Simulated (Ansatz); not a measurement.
**C2H4ClSi (SMILES C=C[SiH]Cl) at UBHLYP/def2-SVP**

Aim: the vertical doublet–quartet gap of C2H4ClSi at UBHLYP/def2-SVP, from 2 runs. 

Program for the calculation: Ansatz 0.2.0.

57 further runs of the same task are left out: 57 set aside as unsound or not needed.

**1. The molecule**

The species is C2H4ClSi (8 atoms), meant as a doublet with charge 0. As SMILES, `C=C[SiH]Cl`. The coordinates come from a PBE0-D4/def2-TZVP relaxation.

Bond lengths: C1–C2 1.335 Å, C2–Si3 1.841 Å, Si3–Cl4 2.059 Å, C1–H5 1.087 Å, C1–H6 1.086 Å, C2–H7 1.088 Å, Si3–H8 1.489 Å. Angles: C1–C2–Si3 122.0°, C2–Si3–Cl4 111.3°, C1–C2–H7 119.1°, Si3–C2–H7 118.7°, C2–C1–H5 121.9°, C2–C1–H6 122.0°, C2–Si3–H8 111.0°, Cl4–Si3–H8 109.0°, H5–C1–H6 116.1°.

**2. A single-point energy at UBHLYP/def2-SVP**

run.yaml

```yaml
crystal:
  periodic: [false, false, false]
  atoms:
    - symbol: C
      position_ang: [0.647000, 1.027000, -0.659700]
    - symbol: C
      position_ang: [0.628500, -0.066700, 0.105400]
    - symbol: Si
      position_ang: [-0.903600, -0.642600, 0.947100]
    - symbol: Cl
      position_ang: [-1.031600, -2.697900, 0.941300]
    - symbol: H
      position_ang: [-0.256900, 1.588200, -0.880600]
    - symbol: H
      position_ang: [1.563900, 1.404900, -1.102500]
    - symbol: H
      position_ang: [1.561300, -0.591000, 0.301600]
    - symbol: H
      position_ang: [-2.116300, -0.079100, 0.291500]
basis:
  gaussian:
    orbitals: def2-SVP
hamiltonian:
  xc: {name: BHLYP}
magnetization:
  spin_polarized: true
  initial_magnetization: 1
output: {orbitals: {seedname: orbitals}}
accuracy: high
```

The run is started by

```sh
$ ansatz run run.yaml --threads 1 --pin off --max-ram 3480MiB --events-out events.jsonl --progress --plain --runs-dir runs
```

Output:

```text
Warning: RAYON_NUM_THREADS=1 ignored (pool sized by the plan → 1); use --threads N
Functional definition: BHLYP
  name "BHLYP"
  parameter a = 0.5
  exchange = (1 - a)*b88_x + a*exact_x
  correlation = lyp_c
1845 factors; integrals over basis functions are off by at most 4.0e-9 eV
mean field evaluation 1: about -22523.9004 eV, gradient 2.9e1 eV
mean field evaluation 2: about -22521.0101 eV, gradient 3.6e1 eV
mean field evaluation 4: about -22529.4351 eV, gradient 1.6e0 eV
mean field evaluation 8: about -22529.4757 eV, gradient 6.1e-2 eV
mean field evaluation 16: about -22529.4758 eV, gradient 9.4e-4 eV
mean field -22529.47579165 eV, -827.9429643161 hartree, gradient 5.0e-8 eV, S^2 0.763195; 0 other end points of the search recorded, 0 dependent functions left out
reference -22529.47581739 eV, -827.9429652620 hartree; 24, 23 occupied and 60, 61 virtual orbitals, 1845 factors
Total energy: -22529.47581739 eV, -827.9429652620 hartree
```

It took 8.1 s on 1 thread of Intel Xeon Platinum 8488C (Sapphire Rapids), shared host; peak memory 0.41 GiB.

**3. The quartet, same level**

in.yaml

```yaml
crystal:
  periodic: [false, false, false]
  atoms:
    - symbol: C
      position_ang: [0.647000, 1.027000, -0.659700]
    - symbol: C
      position_ang: [0.628500, -0.066700, 0.105400]
    - symbol: Si
      position_ang: [-0.903600, -0.642600, 0.947100]
    - symbol: Cl
      position_ang: [-1.031600, -2.697900, 0.941300]
    - symbol: H
      position_ang: [-0.256900, 1.588200, -0.880600]
    - symbol: H
      position_ang: [1.563900, 1.404900, -1.102500]
    - symbol: H
      position_ang: [1.561300, -0.591000, 0.301600]
    - symbol: H
      position_ang: [-2.116300, -0.079100, 0.291500]
basis:
  gaussian:
    orbitals: def2-SVP
magnetization:
  spin_polarized: true
  initial_magnetization: 3
hamiltonian:
  xc: {name: BHLYP}
accuracy: high
output: {orbitals: {seedname: orbitals}}
```

The run is started by

```sh
$ ansatz run in.yaml --threads 1 --pin off --max-ram 3480MiB --events-out events.jsonl --progress --plain --runs-dir runs
```

Output:

```text
Warning: RAYON_NUM_THREADS=1 ignored (pool sized by the plan → 1); use --threads N
[... 5 set-up lines as earlier in the session ...]
1845 factors; integrals over basis functions are off by at most 4.0e-9 eV
mean field evaluation 1: about -22513.0507 eV, gradient 3.8e1 eV
mean field evaluation 2: about -22490.5853 eV, gradient 7.0e1 eV
mean field evaluation 4: about -22524.8602 eV, gradient 4.4e0 eV
mean field evaluation 8: about -22525.1172 eV, gradient 2.6e-1 eV
mean field evaluation 16: about -22525.1206 eV, gradient 9.5e-4 eV
mean field -22525.12059516 eV, -827.7829137971 hartree, gradient 9.9e-8 eV, S^2 3.759099; 0 other end points of the search recorded, 0 dependent functions left out
reference -22525.12062094 eV, -827.7829147445 hartree; 25, 22 occupied and 59, 62 virtual orbitals, 1845 factors
Total energy: -22525.12062094 eV, -827.7829147445 hartree
```

Run time: 9 s. Hardware: 1 thread of Intel Xeon Platinum 8488C (Sapphire Rapids), shared host; peak memory 0.41 GiB.

**4. Outcome**

Level: UBHLYP/def2-SVP.

```
                                        quantity          value
                           doublet: total energy  -827.94297 Eh
     doublet: HOMO energy (highest over α and β)       -6.82 eV
      doublet: LUMO energy (lowest over α and β)       -1.63 eV
                                   doublet: ⟨S²⟩          0.763
                           quartet: total energy  -827.78291 Eh
     quartet: HOMO energy (highest over α and β)       -4.85 eV
      quartet: LUMO energy (lowest over α and β)       -3.80 eV
                                   quartet: ⟨S²⟩          3.759
vertical energy of the quartet above the doublet       4.355 eV
```

What this shows: At this shape the quartet lies 4.36 eV (100 kcal/mol) above the doublet.
